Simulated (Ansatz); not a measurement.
# C₅H₆F₄O₄Ti: small, medium and large basis sets

The task here is to estimate one member of a computed series from the others.

Method: one geometry, several basis sets; program: Ansatz 0.2.0, Gaussian basis.

Plan: PBE0-D4/def2-SVP; ωB97M-V/def2-SVP; PBE0-D4/def2-QZVPP; ωB97M-V/def2-QZVPP; the functionals' def2-TZVPP values are taken from earlier runs.

### Structure used throughout

All runs share one geometry, relaxed beforehand with PBE0-D4 in a triple-zeta def2 set.

SMILES `CC1=CC(C(F)(F)F)=[O+][Ti-]([OH])([OH])([F])[O]1`, 20 atoms, charge 0, spin multiplicity 1.

Atoms are counted from 1 here; the program's logs count them from 0.

Bond lengths: C1–C2 1.493 Å, C1–H15 1.088 Å, C1–H16 1.093 Å, C1–H17 1.092 Å, C2–C3 1.410 Å, C2–O14 1.254 Å, C3–C4 1.371 Å, C3–H18 1.078 Å, C4–C5 1.532 Å, C4–O9 1.268 Å, C5–F6 1.333 Å, C5–F7 1.332 Å, C5–F8 1.332 Å, O9–Ti10 2.016 Å, Ti10–O11 1.796 Å, Ti10–O12 1.784 Å, Ti10–F13 1.765 Å, Ti10–O14 2.069 Å and more. Angles: C2–C1–H15 112.4°, C2–C1–H16 109.1°, C2–C1–H17 108.9°, H15–C1–H16 109.6°, H15–C1–H17 109.7°, H16–C1–H17 107.1°, C1–C2–C3 120.4°, C1–C2–O14 117.2°, C3–C2–O14 122.4°, C2–C3–C4 119.8°, C2–C3–H18 120.2°, C4–C3–H18 120.0°, C3–C4–C5 119.9°, C3–C4–O9 127.4°, C5–C4–O9 112.7°, C4–C5–F6 112.4°, C4–C5–F7 110.1°, C4–C5–F8 110.2° and more.

The first run:

File in.yaml:

```yaml
crystal:
  periodic: [false, false, false]
  atoms:
    - {symbol: C, position_ang: [-1.833836, -1.264612, 1.911332]}
    - {symbol: C, position_ang: [-0.864784, -0.624113, 0.973921]}
    - {symbol: C, position_ang: [-1.253020, 0.484649, 0.193903]}
    - {symbol: C, position_ang: [-0.350773, 1.065629, -0.660030]}
    - {symbol: C, position_ang: [-0.773952, 2.262548, -1.517346]}
    - {symbol: F, position_ang: [-2.044298, 2.610856, -1.312208]}
    - {symbol: F, position_ang: [-0.630691, 1.973222, -2.809979]}
    - {symbol: F, position_ang: [-0.008832, 3.317668, -1.241990]}
    - {symbol: O, position_ang: [0.857070, 0.730558, -0.848870]}
    - {symbol: Ti, position_ang: [2.053144, -0.697731, -0.077183]}
    - {symbol: O, position_ang: [2.046363, -2.418207, -0.593769]}
    - {symbol: O, position_ang: [3.272691, -0.037616, -1.199157]}
    - {symbol: F, position_ang: [2.796326, -0.454340, 1.505543]}
    - {symbol: O, position_ang: [0.287599, -1.115074, 0.917902]}
    - {symbol: H, position_ang: [-2.804695, -0.772972, 1.904712]}
    - {symbol: H, position_ang: [-1.954244, -2.315571, 1.637819]}
    - {symbol: H, position_ang: [-1.416259, -1.241980, 2.920621]}
    - {symbol: H, position_ang: [-2.255832, 0.874137, 0.265991]}
    - {symbol: H, position_ang: [1.543822, -3.072133, -0.100413]}
    - {symbol: H, position_ang: [3.242500, 0.704578, -1.804698]}
basis:
  gaussian: {orbitals: def2-SVP}
hamiltonian: {xc: pbe0, dispersion: d4}
output: {orbitals: {seedname: orbitals}}
```

Started as:

```bash
$ ansatz run in.yaml --threads 11 --pin off --events-out ev --progress --plain --max-ram 110592MiB --backend cpu
```

Among the steps run: PBE0-D4 in def2-SVP; ωB97M-V in def2-SVP; PBE0-D4 in def2-QZVPP; ωB97M-V in def2-QZVPP.

One of the session's tables, all rows but one given; the rest of the session is left out.

It belongs to the step «Functionals by basis». 

| functional | basis | HOMO (eV) | LUMO (eV) |
| --- | --- | --- | --- |
| PBE0-D4 | def2-SVP | ? | ? |
| PBE0-D4 | def2-TZVPP | -8.05 | -2.64 |
| PBE0-D4 | def2-QZVPP | -8.07 | -2.66 |
| ωB97M-V | def2-SVP | -10.03 | -0.34 |
| ωB97M-V | def2-TZVPP | -10.17 | -0.54 |
| ωB97M-V | def2-QZVPP | -10.19 | -0.57 |

Q: Estimate the row for PBE0-D4, def2-SVP from the others.

As computed: HOMO (eV): -7.95; LUMO (eV): -2.49. In the column «HOMO (eV)» it is the highest.
